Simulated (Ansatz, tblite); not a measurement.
# CdMe(SiH3) (CH₆CdSi): one state, many levels

An exercise on one series of results from a longer session: the logs are not shown, and one member is left open.

Program: Ansatz 0.2.0, Gaussian basis. Level of theory: as each input shows. These are calculated values, not measurements.

The runs, in order: GFN1-xTB, GFN2-xTB, PBE-D4/def2-TZVP, r2SCAN-D4/def2-TZVP, r2SCAN0-D4/def2-TZVP, LC-ωPBE/def2-TZVP, B3LYP-D4/def2-TZVP, B2PLYP/def2-TZVP, BHLYP-D4/def2-TZVP, HSE06-D4/def2-TZVP, ωB97X-V/def2-TZVP, PBE-D4/def2-SVP, PBE0-D4/def2-SVP, PBE0-D4/def2-TZVPD, PBE-D4/def2-TZVPD, r2SCAN-D4/def2-TZVPD, CCSD(T)/def2-TZVPP, MP2/def2-TZVP, RPA/def2-TZVP.

4 further runs of the same task are left out: 4 set aside as unsound or not needed.

### The structure

The geometry is that of the singlet, from an earlier relaxation (r2SCAN-D4/def2-TZVP).

9 atoms, charge 0, spin multiplicity 1.

Bond lengths: Cd1–C2 2.126 Å, Cd1–Si6 2.505 Å, C2–H3 1.092 Å, C2–H4 1.092 Å, C2–H5 1.092 Å, Si6–H7 1.491 Å, Si6–H8 1.491 Å, Si6–H9 1.491 Å. Angles: C2–Cd1–Si6 179.4°, Cd1–C2–H3 110.2°, Cd1–C2–H4 110.6°, Cd1–C2–H5 110.4°, H3–C2–H4 108.5°, H3–C2–H5 108.5°, H4–C2–H5 108.5°, Cd1–Si6–H7 112.8°, Cd1–Si6–H8 112.2°, Cd1–Si6–H9 111.7°, H7–Si6–H8 106.6°, H7–Si6–H9 106.6°, H8–Si6–H9 106.5°.

Cd takes a core potential in the def2 sets. No spin-orbit coupling is included.

PBE0-D4/def2-TZVP was run before; its log isn't repeated, and its numbers join the tables.

Set-up of the first run:

Tight binding, by tblite at 300 K electronic temperature and without a spin-polarisation term:

```python
tblite.interface.Calculator('GFN1-xTB', numbers, positions, charge=0, uhf=0).singlepoint()
```

Tight binding, by tblite at 300 K electronic temperature and without a spin-polarisation term:

```python
tblite.interface.Calculator('GFN2-xTB', numbers, positions, charge=0, uhf=0).singlepoint()
```

start.molden holds the orbitals of an earlier run on this state, given as this run's starting guess.

File in.yaml:

```yaml
crystal:
  periodic: [false, false, false]
  atoms:
    - {symbol: Cd, position_ang: [0.010620, 0.007950, 0.229516]}
    - {symbol: C, position_ang: [-0.003224, -0.018797, 2.355766]}
    - {symbol: H, position_ang: [-1.012359, -0.215910, 2.723557]}
    - {symbol: H, position_ang: [0.330168, 0.941494, 2.754569]}
    - {symbol: H, position_ang: [0.661434, -0.799939, 2.730543]}
    - {symbol: Si, position_ang: [0.007569, 0.022318, -2.275271]}
    - {symbol: H, position_ang: [1.330908, 0.394628, -2.852393]}
    - {symbol: H, position_ang: [-0.986251, 0.984579, -2.832080]}
    - {symbol: H, position_ang: [-0.338875, -1.316332, -2.834217]}
basis:
  gaussian: {orbitals: def2-TZVP, initial_orbitals: start.molden}
hamiltonian: {xc: pbe, dispersion: d4}
scf: {omitted_lower_state_checks: [starts]}
output: {orbitals: {seedname: orbitals}}
```

The run is started by

```
> ansatz run in.yaml --threads 4 --pin off --events-out ev --progress --plain --max-ram 3916MiB
```

Steps of the session up to this table: PBE-D4/def2-TZVP; r2SCAN-D4/def2-TZVP; r2SCAN0-D4/def2-TZVP; LC-ωPBE/def2-TZVP; B3LYP-D4/def2-TZVP; B2PLYP/def2-TZVP; BHLYP-D4/def2-TZVP; HSE06-D4/def2-TZVP; ωB97X-V/def2-TZVP; PBE-D4/def2-SVP; PBE0-D4/def2-SVP; PBE0-D4/def2-TZVPD; PBE-D4/def2-TZVPD; r2SCAN-D4/def2-TZVPD; CCSD(T)/def2-TZVPP; MP2/def2-TZVP; RPA/def2-TZVP.

One of the session's tables, all rows but one given; the rest of the session is left out.

It belongs to the step «Levels side by side». 

```
               level  HOMO (eV)  gap (eV)
     PBE-D4/def2-SVP      -5.74      4.34
    PBE-D4/def2-TZVP          ?         ?
   PBE-D4/def2-TZVPD      -5.81      4.30
 r2SCAN-D4/def2-TZVP      -5.98      4.73
r2SCAN-D4/def2-TZVPD      -5.98      4.72
  B3LYP-D4/def2-TZVP      -6.57      5.52
    PBE0-D4/def2-SVP      -6.76      6.01
   PBE0-D4/def2-TZVP      -6.78      5.98
  PBE0-D4/def2-TZVPD      -6.79      5.97
r2SCAN0-D4/def2-TZVP      -6.91      6.24
  HSE06-D4/def2-TZVP      -6.39      5.23
  BHLYP-D4/def2-TZVP      -7.64      7.46
   LC-ωPBE/def2-TZVP      -9.30     10.36
   ωB97X-V/def2-TZVP      -8.94      9.85
```

Q: Estimate the row for PBE-D4/def2-TZVP from the others.

The run gave: HOMO (eV): -5.79; gap (eV): 4.30. In the column «HOMO (eV)» it lies between PBE-D4/def2-TZVPD (-5.81) and PBE-D4/def2-SVP (-5.74).
